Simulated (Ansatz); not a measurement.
# C2H8ClNOSn: up Jacob's ladder to CCSD(T)

The task here is to estimate one member of a computed series from the others.

Program: Ansatz 0.2.0, Gaussian basis. Level of theory: functionals in def2-TZVPP, the program's frozen cores in correlated methods. These are calculated values, not measurements.

The runs, in order: PBE-D4, r2SCAN-D4, PBE0-D4, B3LYP-D4, ωB97X-V, ωB97M-V, B2PLYP; CCSD(T)/def2-TZVPP; MP2/def2-QZVPP; extrapolation to the limit.

### The geometry

All runs share one geometry, relaxed beforehand with PBE0-D4 in a triple-zeta def2 set. Sn takes the def2 core potential; no spin-orbit term is included.

SMILES `C[NH][SnH]([Cl])[O]C`, 14 atoms, charge 0, spin multiplicity 1.

Atoms are counted from 1 here; the program's logs count them from 0.

Bond lengths: C1–N2 1.453 Å, C1–H7 1.098 Å, C1–H8 1.095 Å, C1–H9 1.092 Å, N2–Sn3 2.003 Å, N2–H10 1.011 Å, Sn3–Cl4 2.327 Å, Sn3–O5 1.947 Å, Sn3–H11 1.699 Å, O5–C6 1.411 Å, C6–H12 1.096 Å, C6–H13 1.093 Å, C6–H14 1.097 Å. Angles: N2–C1–H7 114.5°, N2–C1–H8 109.8°, N2–C1–H9 109.6°, H7–C1–H8 107.9°, H7–C1–H9 107.7°, H8–C1–H9 107.0°, C1–N2–Sn3 122.0°, C1–N2–H10 112.2°, Sn3–N2–H10 113.2°, N2–Sn3–Cl4 103.6°, N2–Sn3–O5 106.0°, N2–Sn3–H11 122.6°, Cl4–Sn3–O5 109.4°, Cl4–Sn3–H11 109.6°, O5–Sn3–H11 105.3°, Sn3–O5–C6 120.2°, O5–C6–H12 111.6°, O5–C6–H13 107.9° and more.

The first run:

Contents of in.yaml:

```yaml
crystal:
  periodic: [false, false, false]
  atoms:
    - {symbol: C, position_ang: [0.534517, -0.373672, -2.280688]}
    - {symbol: N, position_ang: [0.580312, -0.634717, -0.852242]}
    - {symbol: Sn, position_ang: [0.807156, 0.835098, 0.490040]}
    - {symbol: Cl, position_ang: [-0.483725, 2.568316, -0.374107]}
    - {symbol: O, position_ang: [-0.002251, 0.185392, 2.136968]}
    - {symbol: C, position_ang: [-1.324787, -0.306445, 2.132545]}
    - {symbol: H, position_ang: [1.516545, -0.216779, -2.746079]}
    - {symbol: H, position_ang: [0.047984, -1.208160, -2.795348]}
    - {symbol: H, position_ang: [-0.069392, 0.515283, -2.471880]}
    - {symbol: H, position_ang: [1.117658, -1.461681, -0.631656]}
    - {symbol: H, position_ang: [2.332227, 1.430800, 0.944900]}
    - {symbol: H, position_ang: [-2.056541, 0.502689, 2.022520]}
    - {symbol: H, position_ang: [-1.502796, -0.799368, 3.092119]}
    - {symbol: H, position_ang: [-1.496917, -1.036745, 1.332917]}
basis:
  gaussian: {orbitals: def2-TZVPP}
hamiltonian: {xc: pbe, dispersion: d4}
output: {forces: true, orbitals: {seedname: orbitals}}
```

Run with:

```console
> ansatz run in.yaml --threads 2 --pin off --events-out ev --progress --plain --max-ram 32768MiB --backend cuda --devices 0, --max-vram 18GiB
```

Steps of the session up to this table: PBE-D4 (GGA); r2SCAN-D4 (meta-GGA); PBE0-D4 (hybrid); B3LYP-D4 (hybrid); ωB97X-V (range-separated); ωB97M-V (range-separated); B2PLYP (double hybrid); CCSD(T) in def2-TZVPP; MP2 in def2-QZVPP.

One table of the session follows, with a row left open; its other results are not shown here.

```
            method  atomisation energy (kJ/mol)
            PBE-D4                       4897.4
         r2SCAN-D4                       4802.2
           PBE0-D4                       4799.1
          B3LYP-D4                       4799.1
           ωB97X-V                       4834.3
           ωB97M-V                       4817.7
            B2PLYP                       4741.9
     HF/def2-TZVPP                       3359.5
    MP2/def2-TZVPP                       4738.9
   CCSD/def2-TZVPP                            ?
CCSD(T)/def2-TZVPP                       4683.4
           MP2/CBS                       4890.6
       CCSD(T)/CBS                       4835.1
```

**Question.** Estimate the row for CCSD/def2-TZVPP.

As computed: atomisation energy (kJ/mol): 4603.2. In the column «atomisation energy (kJ/mol)» it lies between HF/def2-TZVPP (3359.5) and CCSD(T)/def2-TZVPP (4683.4).
